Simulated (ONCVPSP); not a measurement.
# Germanium: generating and testing an ONCV potential

Aim: build the potential from the settings below, then test how well it stands in for the atom: other configurations, scattering, ghost states and the plane-wave cutoff that it needs.

Program: ONCVPSP 4.0.1.1 (patched build). Reference atom: PBE, scalar-relativistic, spherical and spin-unpolarised. All values are calculated.

### 1 Starting point

The settings as typed:

| Item | Value |
| --- | --- |
| element | germanium (Ge, Z = 32) |
| type | optimised norm-conserving Vanderbilt (ONCV) |
| frozen core | [Ne] |
| valence charge | 22 |
| reference configuration | 3s2 3p6 3d10 4s2 4p2 |
| partial waves | 3s+4s: rc 1.15 bohr, ncon 3, nbas 6, qcut 9.7 1/bohr, 2 projectors; 3p+4p: rc 1.05 bohr, ncon 3, nbas 6, qcut 15.7 1/bohr, 2 projectors; 3d: rc 1.05 bohr, ncon 4, nbas 8, qcut 15.4 1/bohr, local |
| local potential | the d channel |
| core correction | polynomial model core, fcfact 0.35 |

The outer shells as boxes (Hund's rule for the drawing; the calculation is spin-unpolarised):

```
[Ne] core
3s [↑↓]
3p [↑↓][↑↓][↑↓]
3d [↑↓][↑↓][↑↓][↑↓][↑↓]
4s [↑↓]
4p [↑ ][↑ ][  ]
```

The nodes and maxima of the atom's own shells, from an earlier all-electron run, set the scale for the radii.

All-electron outer shells of the reference configuration (PBE, scalar-relativistic, ld1.x):

```tsv
shell	level (eV)	outermost node (bohr)	outermost maximum (bohr)
2s	-1371.79	0.06	0.18
2p	-1198.71	–	0.14
3s	-168.49	0.26	0.54
3p	-115.62	0.23	0.54
3d	-29.31	–	0.50
4s	-11.73	0.77	1.75
4p	-3.90	0.82	2.22
```

### 2 Generation

Ge.dat

```
# ATOM AND REFERENCE CONFIGURATION
# atsym  z   nc   nv     iexc    psfile
  Ge 32.00    3    5        4      upf
#
#   n    l    f
    1    0    2.00
    2    0    2.00
    2    1    6.00
    3    0    2.00
    3    1    6.00
    3    2   10.00
    4    0    2.00
    4    1    2.00
#
# PSEUDOPOTENTIAL AND OPTIMIZATION
# lmax
    2
#
#   l,   rc,      ep,       ncon, nbas, qcut
    0    1.15    0.00    3    6    9.70
    1    1.05    0.00    3    6   15.70
    2    1.05    0.00    4    8   15.40
#
# LOCAL POTENTIAL
# lloc, lpopt,  rc(5),   dvloc0
    2    5    1.05    0.00
#
# VANDERBILT-KLEINMAN-BYLANDER PROJECTORs
# l, nproj, debl
    0    2    2.40
    1    2    1.90
    2    0    3.00
#
# MODEL CORE CHARGE
# icmod, fcfact, rcfact
    1    0.35    0.00
#
# LOG DERIVATIVE ANALYSIS
# epsh1, epsh2, depsh
   -8.00    5.00    0.04
#
# OUTPUT GRID
# rlmax, drl
    6.00    0.01
#
# TEST CONFIGURATIONS
# ncnf
    4
# nvcnf
#   n    l    f
    5
    3    0    2.00
    3    1    6.00
    3    2   10.00
    4    0    2.00
    4    1    1.00
#
    5
    3    0    2.00
    3    1    6.00
    3    2   10.00
    4    0    2.00
    4    1    0.00
#
    5
    3    0    2.00
    3    1    6.00
    3    2   10.00
    4    0    1.00
    4    1    0.00
#
    5
    3    0    2.00
    3    1    6.00
    3    2    9.00
    4    0    2.00
    4    1    2.00
#
```

Run with:

```console
$ oncvpsp.x < Ge.dat > Ge.out
```

Q: Predict the outcome of this session. Wanted: cutoffs for 1 and 0.1 mHa per electron, occupied waves; bound ghosts; GHOST(+) flags; largest test error; largest phase difference near zero energy, channels read; rms error of d²Exc/dn², without and with the model core.

**Answer**, as computed:

| quantity | value |
| --- | --- |
| cutoffs for 1 and 0.1 mHa per electron, occupied waves | 95 Ha and 105 Ha |
| bound ghosts | s at -1274.08 eV |
| GHOST(+) flags | none at low energy |
| largest test error (AE − PS) | -6.7 meV, for 3s2 3p6 3d10 4s1 4p0 |
| largest phase difference near zero energy, channels read | 0.022 rad |
| rms error of d²Exc/dn², without and with the model core | 3.17 and 1.66 mHa |

In words: A bound ghost (s) makes it unfit for use: electrons can fall into a state that the atom doesn't have. By total energies transferability is good: the largest error is 6.7 meV on 57.7 eV, for 3s2 3p6 3d10 4s1 4p0. Atomic tests can pass in spite of a ghost, since they solve only for the levels asked. By its cutoff, 95 Ha for the looser tolerance, it is very hard. At the looser tolerance the 3d wave is the slowest; 3p needs 62 Ha. Near zero energy the phases of the channels with partial waves agree within 0.022 rad. All of this concerns the isolated atom, not yet a solid.
